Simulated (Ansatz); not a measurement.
# ZrTiSi4: the cost of one run

Method: DFT PBE, scalar-relativistic, plane waves, PAW, unless a step names another level, in Ansatz 0.2.0.

1 further run of the same task is left out (set aside as unsound or not needed).

## Step 1: Starting point

Symmetry: F222, No. 22, orthorhombic system. Conventional cell: a = 4.971 Å, b = 8.513 Å, c = 8.791 Å, α = 90.00°, β = 90.00°, γ = 90.00°. Zr (site symmetry 222) has 10 Si at 2.65 to 2.89 Å as nearest neighbours. Around Ti (site symmetry 222) lie 10 Si at 2.64 to 2.92 Å. Around Si (site symmetry 2) lie 5 Si at 2.59 to 2.95 Å and 2 Zr at 2.65 Å and 3 Ti at 2.82 to 2.92 Å. Around Si (site symmetry 2) lie 5 Si at 2.59 to 2.92 Å and 2 Ti at 2.64 Å and 3 Zr at 2.84 to 2.89 Å.

Structure file:

```cif
data_structure
_symmetry_space_group_name_H-M 'P 1'
_symmetry_Int_Tables_number 1
_cell_length_a 6.1187
_cell_length_b 5.0494
_cell_length_c 4.9292
_cell_angle_alpha 75.629
_cell_angle_beta 53.075
_cell_angle_gamma 51.296
_cell_volume 93.01
loop_
_atom_site_label
_atom_site_type_symbol
_atom_site_fract_x
_atom_site_fract_y
_atom_site_fract_z
_atom_site_occupancy
Zr1 Zr 0.50000 0.50000 0.50000 1
Ti1 Ti 0.75000 0.75000 0.75000 1
Si1 Si 0.09343 0.40657 0.09343 1
Si2 Si 0.40657 0.09343 0.40657 1
Si3 Si 0.16030 0.83970 0.16030 1
Si4 Si 0.83970 0.16030 0.83970 1
```

It is the end of an earlier relaxation with the same method, from a generated guess; it is a trial structure. At a tolerance of 0.05 Å it has space group F222 (No. 22); it has 15.50 Å³/atom, an uncorrected energy of -0.53 eV/atom over the elements and, on its mesh, gap none (metal).

## Step 2: Strained cells: the elastic tensor

input.yaml reads:

```yaml
crystal:
  lattice:
    - [0.0, 4.2562663436, 4.4003514417]
    - [2.4847754185, 0.0, 4.4003514417]
    - [2.4847754185, 4.2562663436, 0.0]
  atoms:
    - { symbol: Zr, position: [0.5, 0.5, 0.5] }
    - { symbol: Ti, position: [0.75, 0.75, 0.75] }
    - { symbol: Si, position: [0.0938795157, 0.4061204843, 0.0938795157] }
    - { symbol: Si, position: [0.4061204843, 0.0938795157, 0.4061204843] }
    - { symbol: Si, position: [0.1598453975, 0.8401546025, 0.1598453975] }
    - { symbol: Si, position: [0.8401546025, 0.1598453975, 0.8401546025] }
basis:
  ecutwfc: 420
kpoints:
  mp_grid: { grid: [10, 10, 10] }
hamiltonian:
  xc: pbe
scf:
  occupations: { method: fermi_dirac, width: 0.15 }
output:
  forces: true
  stress: true
  eigenvalues: true
elastic:
  mode: relaxed_ion
  amplitude: 0.005
  stencil: two_point
```

Run with:

```console
$ ansatz run input.yaml --threads 4 --pin off --max-ram 8192MiB --backend cpu --events-out ev --progress --plain --runs-dir out
```

Q: Estimate wall time and peak memory on 4 threads of Arm Neoverse V2, shared host.

About 18 min, with a peak of 1 GiB.
